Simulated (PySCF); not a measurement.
# WO(OH)4: other functionals and bases at one geometry

The task here is to estimate one member of a computed series from the others.

Computed with PySCF 2.14.0. Level: several levels, as the steps say, no spin–orbit coupling.

4 further runs of the same task are left out: 2 for a known fault of the program, 2 that didn't finish.

## The starting structure

10 atoms, charge 0, spin multiplicity 1.

Bond lengths: W1–O2 1.720 Å, W1–O3 1.931 Å, W1–O5 1.931 Å, W1–O7 1.931 Å, W1–O9 1.931 Å, O3–H4 0.978 Å, O5–H6 0.978 Å, O7–H8 0.978 Å, O9–H10 0.978 Å. Angles: O2–W1–O3 106.6°, O2–W1–O5 106.6°, O2–W1–O7 106.6°, O2–W1–O9 106.6°, O3–W1–O5 85.3°, O3–W1–O7 146.8°, O3–W1–O9 85.3°, O5–W1–O7 85.3°, O5–W1–O9 146.8°, O7–W1–O9 85.3°, W1–O3–H4 119.5°, W1–O5–H6 119.5°, W1–O7–H8 119.5°, W1–O9–H10 119.5°.

As a file:

```xyz
10

W     0.0000    0.0000    0.1586
O     0.0000    0.0000    1.8785
O     1.8315    0.2628   -0.3935
H     2.5095   -0.3945   -0.1407
O    -0.2628    1.8315   -0.3935
H     0.3945    2.5095   -0.1407
O    -1.8315   -0.2628   -0.3935
H    -2.5095    0.3945   -0.1407
O     0.2628   -1.8315   -0.3935
H    -0.3945   -2.5095   -0.1407
```

Formal oxidation states: W +6. An earlier session relaxed this geometry at BP86, W def2-SVP with ECP60, O def2-SVP, H def2-SVP (singlet, point group C4).

At BP86 on the finer grid: E = -445.668881 Eh, HOMO -7.49 eV, LUMO -3.83 eV, Mulliken charge on W1 +0.99 e, largest force component 0.005 eV/Å. 

Levels to run: revPBE; B3LYP; TPSSh; PBE; BP86, TZVP; BP86, x2c-SVP. Hardware: 2 threads of Arm Neoverse V1, shared host.

The first run:

Contents of run.py (the lines that set the calculation):

```python
mol = gto.M(atom='''
W      0.00000     0.00000     0.15857
O      0.00000     0.00000     1.87852
O      1.83153     0.26284    -0.39353
H      2.50947    -0.39446    -0.14068
O     -0.26284     1.83153    -0.39353
H      0.39446     2.50947    -0.14068
O     -1.83153    -0.26284    -0.39353
H     -2.50947     0.39446    -0.14068
O      0.26284    -1.83153    -0.39353
H     -0.39446    -2.50947    -0.14068''',
    basis={'W': 'def2-SVP', 'O': 'def2-SVP', 'H': 'def2-SVP'},
    ecp={'W': 'def2-SVP'},
    charge=0, spin=0)
mf = dft.RKS(mol, xc='PBE_R,PBE')
mf.grids.atom_grid = (75, 302)
mf = mf.density_fit()  # fitting sets: W def2-universal-JKFIT, O def2-universal-JKFIT, H def2-universal-JKFIT
mf.conv_tol = 1e-08; mf.max_cycle = 55
mf.kernel(dm0)  # dm0: the density of the relaxed state
```

Command:

```console
> OMP_NUM_THREADS=2 python run.py
```

Among the steps run: revPBE; B3LYP; TPSSh; PBE; BP86, TZVP; BP86, x2c-SVP.

One of the session's tables, all rows but one given; the rest of the session is left out.

| level | HOMO (eV) | gap (eV) | charge on W1 (e) | dipole (D) | largest force component (eV/Å) |
| --- | --- | --- | --- | --- | --- |
| BP86 (relaxed here) | -7.49 | 3.67 | 0.99 | 0.25 | 0.00 |
| revPBE | -7.33 | 3.67 | 1.01 | 0.26 | 0.22 |
| B3LYP | ? | ? | ? | ? | ? |
| TPSSh | -8.19 | 4.73 | 1.20 | 0.27 | 0.69 |
| PBE | -7.38 | 3.67 | 0.97 | 0.25 | 0.12 |
| BP86, TZVP | -7.73 | 3.76 | 1.37 | 0.27 | 0.16 |
| BP86, x2c-SVP | -7.65 | 3.51 | 0.70 | 0.31 | 0.83 |

**Question.** Estimate the row for B3LYP.

The run gave: HOMO (eV): -8.80; gap (eV): 5.54; charge on W1 (e): 1.18; dipole (D): 0.32; largest force component (eV/Å): 0.84. In the column «HOMO (eV)» it is the lowest.

In one basis the HOMO–LUMO gap runs from 3.67 eV (BP86) to 5.54 eV (B3LYP). The largest leftover force, 0.84 eV/Å with B3LYP, stands at a geometry relaxed at another level. Total energies of different levels can't be compared.
